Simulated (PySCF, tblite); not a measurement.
**C2H10AsBSi: geometry, infrared bands and NMR shifts**

Wanted: the infrared bands and NMR shifts of C2H10AsBSi (`CB([AsH2])C[SiH3]`), by calculation.

Computed with tblite 0.8.0 and PySCF 2.14.0, with density-fitted response routines of our own, on a single molecule in the gas phase. Atoms count from 0, in the outputs and in this text.

### Step 1. The starting structure

15 atoms, charge 0, multiplicity 1; geometry from: force field or distance geometry start.

Bonds of the start (Å): C0–B1 1.58, B1–As2 2.04, B1–C3 1.59, C3–Si4 1.87, C0–H5 1.12, C0–H6 1.10, C0–H7 1.12, As2–H8 1.56, As2–H9 1.56, C3–H10 1.12, C3–H11 1.11, Si4–H12 1.47, Si4–H13 1.47, Si4–H14 1.47.

### Step 2. Geometry optimisation with GFN2-xTB

The job: settings as JSON, then the geometry in Å.

```
{"job": {"kind": "relax", "xc": "GFN2-xTB", "basis": "xTB"}, "charge": 0, "multiplicity": 1}
C     -0.886000     1.185400    -1.262200
B     -0.797000     0.184300    -0.045500
As    -2.070900     0.385100     1.537500
C      0.264100    -1.004000    -0.049400
Si     2.002600    -0.339100     0.099300
H     -1.921100     1.140500    -1.694100
H     -0.156700     0.923100    -2.049800
H     -0.686000     2.224300    -0.902100
H     -0.922700     0.203300     2.576700
H     -2.444000    -1.134200     1.525000
H      0.076100    -1.680900     0.823700
H      0.157500    -1.601300    -0.975100
H      2.286700     0.529800    -1.051200
H      2.962400    -1.456100     0.109300
H      2.130500     0.447700     1.336100
```

Run with:

```console
> OMP_NUM_THREADS=1 python probes_run.py task.json out
```

This one command runs all jobs of the session in turn.

**Question.** This job is followed by: GFN2-xTB harmonic vibrations, gas phase; GIAO PBE0/pcSseg-1 NMR shielding, non-relativistic, gas phase. Predict these results of the whole session: strongest single infrared mode (GFN2-xTB); zero-point energy (GFN2-xTB); 13C shifts against TMS (PBE0/pcSseg-1); 1H shifts against TMS (PBE0/pcSseg-1, means over atoms taken as alike); 11B shifts against BF3·OEt2 (PBE0/pcSseg-1); 75As shifts against AsH3 (PBE0/pcSseg-1); 29Si shifts against TMS (PBE0/pcSseg-1).

The runs gave:

| quantity | value |
| --- | --- |
| strongest single infrared mode (GFN2-xTB) | 1889 cm⁻¹, 837 km/mol |
| zero-point energy (GFN2-xTB) | 65.7 kcal/mol |
| 13C shifts against TMS (PBE0/pcSseg-1) | 27.6, 20.7 ppm |
| 1H shifts against TMS (PBE0/pcSseg-1, means over atoms taken as alike) | 3.96, 2.72, 1.94, 1.41 ppm |
| 11B shifts against BF3·OEt2 (PBE0/pcSseg-1) | 100.2 ppm |
| 75As shifts against AsH3 (PBE0/pcSseg-1) | 180 ppm |
| 29Si shifts against TMS (PBE0/pcSseg-1) | -73.3 ppm |

What this shows: Relaxing lowered the energy by 0.269 eV in 120 steps; the close pair that moved most is As2–H9, from 1.564 to 1.504 Å. All 39 modes are real, so the xTB geometry is a minimum. The strongest single mode, at 1889 cm⁻¹, moves mainly H9. Unscaled tight-binding wavenumbers are off by several per cent, some by more. Its intensities can rank the bands wrongly. At PBE0/pcSseg-1: The widest tensor belongs to As2: span 376 ppm, with a paramagnetic part of -1069 ppm. Spin-orbit coupling is left out, which matters for shieldings and couplings at and beside the heavy atoms.
